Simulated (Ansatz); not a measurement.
# C2H3NSe, SMILES CN=C=[Se]: a geometry optimisation

Program: the Python package of Ansatz (0.2.0).

Run as a notebook:

In [1]:
```python
import itertools

import ansatz as az
from ase import Atoms
from ase.data import atomic_numbers, covalent_radii
import numpy as np

atoms = Atoms(["C", "N", "C", "Se", "H", "H", "H"], positions=[
    [0.2641, 0.8839, 0.1108],
    [0.3874, -0.4186, 0.6308],
    [-0.1843, -1.428, 0.0737],
    [-0.9604, -2.967, -0.7463],
    [-0.4288, 0.923, -0.8247],
    [-0.2511, 1.5872, 0.8728],
    [1.2343, 1.3515, -0.1629],
])
c2h3nse = az.Crystal.molecule_from_ase(atoms)
```

In [2]:
```python
calculation = c2h3nse.calculation().basis(gaussian="def2-SVP").functional("pbe")
symbols = [site.symbol for site in c2h3nse.cartesian_sites]
start = np.array([site.position_ang for site in c2h3nse.cartesian_sites], dtype=float)
def progress(event):
    if event["event"] == "relax_step":
        row = event["data"]
        print(f"step {row['step']:3d}  E = {row['lagrangian_ev']:.6f} eV  largest force component {row['allowed_force_max_ev_ang']:.4f} eV/A")
```

In [3]:
```python
rep = calculation.relax(force_tolerance=0.02).session().plan().execute(on_event=progress).report
end = np.array(rep["positions_ang"])
```
```text
step   1  E = -68936.204549 eV  largest force component 5.0333 eV/A
step   2  E = -68936.982617 eV  largest force component 1.2576 eV/A
step   3  E = -68937.081440 eV  largest force component 0.5967 eV/A
step   4  E = -68937.121586 eV  largest force component 0.5034 eV/A
step   5  E = -68937.180151 eV  largest force component 1.0104 eV/A
step   6  E = -68937.175809 eV  largest force component 2.0375 eV/A
step   7  E = -68937.200812 eV  largest force component 0.2095 eV/A
step   8  E = -68937.204830 eV  largest force component 0.2218 eV/A
step   9  E = -68937.205145 eV  largest force component 0.2432 eV/A
step  10  E = -68937.206715 eV  largest force component 0.0537 eV/A
step  11  E = -68937.206807 eV  largest force component 0.0226 eV/A
step  12  E = -68937.206827 eV  largest force component 0.0421 eV/A
step  13  E = -68937.206850 eV  largest force component 0.0177 eV/A
```

In [4]:
```python
print("reference energy %16.6f eV" % rep["reference_energy_ev"])
print("total energy     %16.6f eV" % rep["free_energy_ev"])
print("occupied orbitals outside the frozen core (up, down):", rep["n_occupied"], " frozen:", rep["n_frozen"], " virtual:", rep["n_virtual"])
```
```text
reference energy    -68937.206879 eV
total energy        -68937.206879 eV
occupied orbitals outside the frozen core (up, down): [28, 28]  frozen: 0  virtual: [61, 61]
```

In [5]:
```python
# pairs closer than 1.2 times the sum of covalent radii, before or after
radius = [covalent_radii[atomic_numbers[s]] for s in symbols]
span = lambda where, i, j: np.linalg.norm(where[i] - where[j])
bonded = [(i, j) for i, j in itertools.combinations(range(len(symbols)), 2) if min(span(start, i, j), span(end, i, j)) < 1.2 * (radius[i] + radius[j])]
print("pair        before    after (A)")
for i, j in bonded:
    print(f"{symbols[i]}{i}-{symbols[j]}{j}".ljust(10), f"{span(start, i, j):8.4f} {span(end, i, j):8.4f}")
for first, second in list(itertools.combinations(bonded, 2)):
    shared = set(first) & set(second)
    if shared and symbols[(j := shared.pop())] != "H":
        i, k = sorted((set(first) | set(second)) - {j})
        u, v = end[i] - end[j], end[k] - end[j]
        angle = np.degrees(np.arccos(np.clip(u @ v / np.linalg.norm(u) / np.linalg.norm(v), -1, 1)))
        print(f"final angle {symbols[i]}{i}-{symbols[j]}{j}-{symbols[k]}{k}: {angle:.2f} deg")
with open("c2h3nse_opt.xyz", "w") as handle:
    handle.write(f"{len(symbols)}\nrelaxed C2H3NSe\n")
    handle.writelines(f"{s:2s} {x:11.6f} {y:11.6f} {z:11.6f}\n" for s, (x, y, z) in zip(symbols, end))
```
```text
pair        before    after (A)
C0-N1        1.4079   1.4044
C0-H4        1.1648   1.1121
C0-H5        1.1579   1.1113
C0-H6        1.1112   1.1113
N1-C2        1.2869   1.1958
C2-Se3       1.9087   1.7403
final angle N1-C0-H4: 111.11 deg
final angle N1-C0-H5: 110.91 deg
final angle N1-C0-H6: 110.91 deg
final angle C0-N1-C2: 170.45 deg
final angle H4-C0-H5: 108.03 deg
final angle H4-C0-H6: 108.04 deg
final angle H5-C0-H6: 107.71 deg
final angle N1-C2-Se3: 178.52 deg
```

It writes `c2h3nse_opt.xyz`:
```text
7
relaxed C2H3NSe
C     0.218082    0.984263    0.067615
N    -0.001245   -0.402951    0.068217
C    -0.296745   -1.550151   -0.094483
Se   -0.703008   -3.230508   -0.294781
H    -0.298411    1.471072   -0.788528
H    -0.160105    1.445973    1.005079
H     1.302632    1.214304   -0.008919
```

Reading the output:
- Total energies depend on the basis set; only differences at equal settings carry meaning.
- The end point is the stationary point reached from this start; no frequency run checks that it is a minimum, and the basis set is modest.
- Hardware and time: 34 s on 1 thread of Arm Neoverse V2, with other jobs on the host, peak memory 0.19 GiB.

(Lines on the test bed's own set-up are left out of the output.)
